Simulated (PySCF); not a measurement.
# SnSiH3ClO (SMILES [SiH3][O][Sn][Cl]): MP2/ccECP-cc-pVTZ (core potential)

What is the vertical singlet–triplet gap of SnSiH3ClO at MP2/ccECP-cc-pVTZ (core potential)? Input form: a Python script.

The results are computed with PySCF 2.14.0.

## Step 1: The structure to begin with

The species is SnSiH3ClO (7 atoms), meant as a singlet with charge 0. As SMILES, `[SiH3][O][Sn][Cl]`. The coordinates come from a PBE0-D4/def2-TZVP relaxation. This is one conformer, not always the lowest.

Bond lengths: Si1–O2 1.642 Å, O2–Sn3 1.963 Å, Sn3–Cl4 2.379 Å, Si1–H5 1.487 Å, Si1–H6 1.487 Å, Si1–H7 1.487 Å. Angles: Si1–O2–Sn3 140.0°, O2–Sn3–Cl4 96.9°, O2–Si1–H5 111.1°, O2–Si1–H6 108.3°, O2–Si1–H7 111.0°, H5–Si1–H6 108.8°, H5–Si1–H7 108.8°, H6–Si1–H7 108.8°.

## Step 2: A single-point energy at MP2/ccECP-cc-pVTZ (core potential)

File job.py:

```python
from pyscf import gto, scf, mp

molecule = gto.M(
    atom='''
Si   0.025100   0.948700   0.131900
O   -0.000800  -0.428100   1.026700
Sn  -0.034800  -2.376500   0.787400
Cl  -0.028200  -2.372800  -1.591800
H   -1.175600   1.041700  -0.741200
H    0.032300   2.109500   1.061000
H    1.243100   1.009500  -0.719700
''',
    basis='ccecp-cc-pvtz',
    charge=0,
    ecp='ccecp',
    verbose=3,
    max_memory=1860,
)

hf = scf.RHF(molecule)
hf.conv_tol = 1e-10
hf.kernel()
if not hf.converged:
    hf = hf.newton().run(hf.mo_coeff, hf.mo_occ)

pt = mp.MP2(hf).run()
e_tot = pt.e_tot
print('E = %.10f Eh' % e_tot)
```

Launch:

```sh
$ OMP_NUM_THREADS=1 python job.py
```

What it wrote:

```text
converged SCF energy = -39.4470365689872
E(RMP2) = -40.0896896274543  E_corr = -0.642653058467049
E(SCS-RMP2) = -40.0924933391092  E_corr = -0.645456770122017
E = -40.0896896275 Eh
```

Wall time 27 s (1 thread of Arm Neoverse N1, shared host); peak memory 0.89 GiB.

## Step 3: The triplet at the same level

File input.py:

```python
from pyscf import gto, mp

molecule = gto.Mole()
molecule.atom = [
    ('Si', (0.025100, 0.948700, 0.131900)),
    ('O', (-0.000800, -0.428100, 1.026700)),
    ('Sn', (-0.034800, -2.376500, 0.787400)),
    ('Cl', (-0.028200, -2.372800, -1.591800)),
    ('H', (-1.175600, 1.041700, -0.741200)),
    ('H', (0.032300, 2.109500, 1.061000)),
    ('H', (1.243100, 1.009500, -0.719700)),
]
molecule.basis = 'ccecp-cc-pvtz'
molecule.verbose = 3
molecule.spin = 2
molecule.ecp = {'Si': 'ccecp', 'O': 'ccecp', 'Sn': 'ccecp', 'Cl': 'ccecp', 'H': 'ccecp'}
molecule.max_memory = 1860
molecule.build()

mf = molecule.UHF()
mf.conv_tol = 1e-10
mf.kernel()
if not mf.converged:
    mf = mf.newton().run(mf.mo_coeff, mf.mo_occ)

pt = mp.MP2(mf).run()
energy = pt.e_tot
print(f'total energy: {energy:.8f} hartree')
```

Launch:

```sh
$ OMP_NUM_THREADS=1 python input.py
```

What it wrote:

```text
WARN: HOMO -0.049817955932302 >= LUMO -0.310248442948777

converged SCF energy = -39.3579696782229  <S^2> = 2.0094207  2S+1 = 3.0062739
E(UMP2) = -39.9774604271958  E_corr = -0.61949074897285
E(SCS-UMP2) = -39.9762642010086  E_corr = -0.618294522785653
total energy: -39.97746043 hartree
```

Run time: 2.3 min. Hardware: 1 thread of Arm Neoverse N1, shared host; peak memory 1.3 GiB.

## Step 4: Outcome

At MP2/ccECP-cc-pVTZ (core potential):

```
                                                           quantity         value
                                              singlet: total energy  -40.08969 Eh
                      singlet: dipole moment (Hartree–Fock density)        2.94 D
                       singlet: HOMO energy (Hartree–Fock orbitals)     -10.41 eV
                       singlet: LUMO energy (Hartree–Fock orbitals)      -0.12 eV
                     singlet: HOMO–LUMO gap (Hartree–Fock orbitals)      10.29 eV
                                        singlet: correlation energy    -642.7 mEh
                                              triplet: total energy  -39.97746 Eh
                      triplet: dipole moment (Hartree–Fock density)        3.19 D
triplet: HOMO energy (Hartree–Fock orbitals) (highest over α and β)      -7.94 eV
 triplet: LUMO energy (Hartree–Fock orbitals) (lowest over α and β)      -2.20 eV
                                        triplet: correlation energy    -619.5 mEh
                         triplet: ⟨S²⟩ of the reference determinant         2.009
                   vertical energy of the triplet above the singlet      3.054 eV
```

What this shows: At this shape the triplet lies 3.05 eV (70 kcal/mol) above the singlet. Mulliken charges (singlet) of the mean-field density run from -0.68 on O2 to +0.88 on Sn3.
